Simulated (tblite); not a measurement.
# C2H5F5SSi2: the cost of one run

Programs: tblite 0.8.0 and PySCF 2.14.0, with density-fitted response routines of our own. Each step states its level of theory. These are calculated values for one molecule, in the gas phase or a continuum, unless marked as measured. Atoms count from 0, in the outputs and in this text.

### 1 Starting geometry

15 atoms, charge 0, multiplicity 1; geometry from: force field or distance geometry start.

Bonds of the start (Å): F0–C1 1.35, C1–F2 1.35, C1–F3 1.36, C1–C4 1.53, C4–F5 1.36, C4–F6 1.38, C4–Si7 1.85, Si7–S8 2.16, S8–Si9 2.13, Si7–H10 1.49, Si7–H11 1.48, Si9–H12 1.48, Si9–H13 1.49, Si9–H14 1.49.

### 2 Geometry optimisation with GFN2-xTB

Job settings and geometry (Å):

```
{"job": {"kind": "relax", "xc": "GFN2-xTB", "basis": "xTB"}, "charge": 0, "multiplicity": 1}
F     -2.905200     0.491400     1.305500
C     -2.423100    -0.028800     0.151700
F     -3.175700    -1.113300    -0.136400
F     -2.624400     0.888100    -0.827400
C     -0.949900    -0.412700     0.296100
F     -0.794200    -1.367300     1.249600
F     -0.516900    -0.987300    -0.877300
Si     0.128800     1.043200     0.673800
S      2.098500     0.554200     1.403500
Si     2.726400    -0.535700    -0.315400
H      0.300200     1.923400    -0.512800
H     -0.489400     1.888700     1.725400
H      1.968000    -1.804000    -0.367400
H      4.184700    -0.817500    -0.201700
H      2.468000     0.285600    -1.531500
```

The run is started by

```sh
$ OMP_NUM_THREADS=1 python probes_run.py task.json out
```

This one command runs all jobs of the session in turn.

**Question.** How long does this first job take on 1 thread of Arm Neoverse N1, shared host, and how much memory does it need?

About 1.4 s, with a peak of 0.18 GiB.
